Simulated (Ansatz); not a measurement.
# FGeH5O2Si: one species, many methods

One table from this session's results is given with a row withheld; the runs are named, their logs left out.

Computed with Ansatz 0.2.0, Gaussian basis. Level: functionals in def2-TZVPP, the program's frozen cores in correlated methods.

Plan: LDA (SPW92), PBE-D4, revPBE-D4, BLYP-D4, r2SCAN-D4, B97M-V, PBE0-D4, B3LYP-D4, r2SCANh-D4, r2SCAN0-D4, HSE06-D4, BHLYP-D4, CAM-B3LYP-D4, LC-ωPBE, ωB97X-V, ωB97M-V, B2PLYP, PBE-QIDH; CCSD(T)/def2-SVP; CCSD(T)/def2-TZVPP; MP2/def2-QZVPP; extrapolation to the limit; RPA on PBE.

### The geometry

The geometry comes from an earlier relaxation with PBE0-D4 in a triple-zeta def2 set; it is a stationary point, not always the lowest conformer.

SMILES `O[SiH](F)[O][GeH3]`, 10 atoms, charge 0, spin multiplicity 1.

Atoms are counted from 1 here; the program's logs count them from 0.

Bond lengths: O1–Si2 1.633 Å, O1–H6 0.958 Å, Si2–F3 1.596 Å, Si2–O4 1.604 Å, Si2–H7 1.472 Å, O4–Ge5 1.786 Å, Ge5–H8 1.534 Å, Ge5–H9 1.535 Å, Ge5–H10 1.532 Å. Angles: Si2–O1–H6 118.8°, O1–Si2–F3 108.1°, O1–Si2–O4 108.1°, O1–Si2–H7 113.2°, F3–Si2–O4 111.1°, F3–Si2–H7 106.4°, O4–Si2–H7 109.9°, Si2–O4–Ge5 134.6°, O4–Ge5–H8 107.6°, O4–Ge5–H9 108.6°, O4–Ge5–H10 104.9°, H8–Ge5–H9 111.7°, H8–Ge5–H10 111.8°, H9–Ge5–H10 111.8°.

The first run:

File in.yaml:

```yaml
crystal:
  periodic: [false, false, false]
  atoms:
    - {symbol: O, position_ang: [-1.635457, 0.649421, 0.560899]}
    - {symbol: Si, position_ang: [-0.096712, 1.192909, 0.613362]}
    - {symbol: F, position_ang: [0.434727, 1.031793, 2.109279]}
    - {symbol: O, position_ang: [0.776844, 0.316721, -0.407612]}
    - {symbol: Ge, position_ang: [0.705184, -1.370034, -0.990857]}
    - {symbol: H, position_ang: [-2.231286, 0.883298, 1.273387]}
    - {symbol: H, position_ang: [0.025617, 2.621295, 0.280960]}
    - {symbol: H, position_ang: [-0.353713, -1.433480, -2.098569]}
    - {symbol: H, position_ang: [0.347478, -2.282577, 0.190458]}
    - {symbol: H, position_ang: [2.110417, -1.660346, -1.528407]}
basis:
  gaussian: {orbitals: def2-TZVPP}
hamiltonian: {xc: lda}
output: {orbitals: {seedname: orbitals}}
```

Command:

```
$ ansatz run in.yaml --threads 4 --pin off --events-out ev --progress --plain --max-ram 10444MiB
```

Among the steps run: LDA; PBE-D4 (GGA); revPBE-D4 (GGA); BLYP-D4 (GGA); r2SCAN-D4 (meta-GGA); B97M-V (meta-GGA); B3LYP-D4 (hybrid); r2SCANh-D4 (hybrid); r2SCAN0-D4 (hybrid); HSE06-D4 (hybrid); BHLYP-D4 (hybrid); CAM-B3LYP-D4 (range-separated); LC-ωPBE (range-separated); ωB97X-V (range-separated); ωB97M-V (range-separated); B2PLYP (double hybrid); PBE-QIDH (double hybrid).

One of the session's tables, all rows but one given; the rest of the session is left out.

It belongs to the step «Frontier levels by functional». 

```
  functional  HOMO (eV)  gap (eV)
 LDA (SPW92)      -7.66      6.58
      PBE-D4      -7.54      6.75
   revPBE-D4      -7.49      6.83
     BLYP-D4      -7.44      6.75
   r2SCAN-D4      -7.91      7.48
      B97M-V      -8.04      7.42
     PBE0-D4      -9.05      9.15
    B3LYP-D4      -8.81      8.66
  r2SCANh-D4      -8.47      8.35
  r2SCAN0-D4      -9.30      9.62
    HSE06-D4          ?         ?
    BHLYP-D4     -10.45     11.43
CAM-B3LYP-D4     -10.47     11.56
     LC-ωPBE     -11.82     14.18
     ωB97X-V     -11.49     13.66
     ωB97M-V     -11.36     13.25
```

Q: Estimate the row for HSE06-D4 from the others.

**Answer.** HOMO (eV): -8.64; gap (eV): 8.37. In the column «HOMO (eV)» it lies between B3LYP-D4 (-8.81) and r2SCANh-D4 (-8.47).
